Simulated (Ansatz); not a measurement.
Working through vertical spin-state energies of C2H7OPSi, SMILES C=C[SiH](O)P

With Ansatz's Python interface.

Notebook, run cell by cell (the value of a cell's last expression is shown):

```python
from dataclasses import dataclass

import ansatz as az


@dataclass(frozen=True)
class RunConfig:
    basis: str = "def2-TZVP"
    xc: str = "pbe0"


settings = RunConfig()
```

```python
molecule = (
    az.Crystal.molecule()
    .atom("C", [1.6324, 0.869, 0.0518])
    .atom("C", [1.0155, -0.2976, -0.1814])
    .atom("Si", [-0.6743, -0.7629, 0.3452])
    .atom("O", [-1.0399, -0.1257, 1.829])
    .atom("P", [-2.0996, 0.0676, -1.1182])
    .atom("H", [1.1579, 1.6817, 0.5967])
    .atom("H", [2.6424, 1.0426, -0.3098])
    .atom("H", [1.532, -1.0753, -0.7345])
    .atom("H", [-0.7974, -2.2341, 0.4053])
    .atom("H", [-0.3599, -0.2417, 2.5097])
    .atom("H", [-1.4026, -0.3158, -2.2863])
    .atom("H", [-1.6065, 1.3921, -1.1074])
)
```

```python
calc = (
    molecule.calculation()
    .basis(gaussian=settings.basis)
    .functional(settings.xc)
)
found = {}
for unpaired in [0, 2]:
    summary = calc.spin("collinear", total=unpaired).run(threads=1, backend="cpu").report
    s = unpaired / 2
    found[unpaired] = summary["free_energy_ev"]
    print(f"2S+1 = {unpaired + 1}: E = {found[unpaired]:.5f} eV, <S^2> = {abs(summary['mean_field']['state']['spin_squared']):.3f} (pure state {s * (s + 1):.2f})")
lowest = min(found, key=found.get)
for unpaired, e in found.items():
    print(f"multiplicity {unpaired + 1}: {23.060548 * (e - found[lowest]):.1f} kcal/mol above the lowest")
```

    2S+1 = 1: E = -21392.69697 eV, <S^2> = 0.000 (pure state 0.00)
    2S+1 = 3: E = -21388.91037 eV, <S^2> = 2.010 (pure state 2.00)
    multiplicity 1: 0.0 kcal/mol above the lowest
    multiplicity 3: 87.3 kcal/mol above the lowest

In order: multiplicity 1 (+0.00 eV) and multiplicity 3 (+3.79 eV), all at the one geometry.

Reading the output:
- Total energies depend on the basis set; only differences at equal settings carry meaning.
- The geometry is a force-field or estimated start, not a minimum of this method, and the basis set is short of its limit. All parts are taken at fixed geometry, without zero-point energy.
- Hardware and time: 44 s on 1 thread of Arm Neoverse V1, on a shared host, peak memory 0.71 GiB.
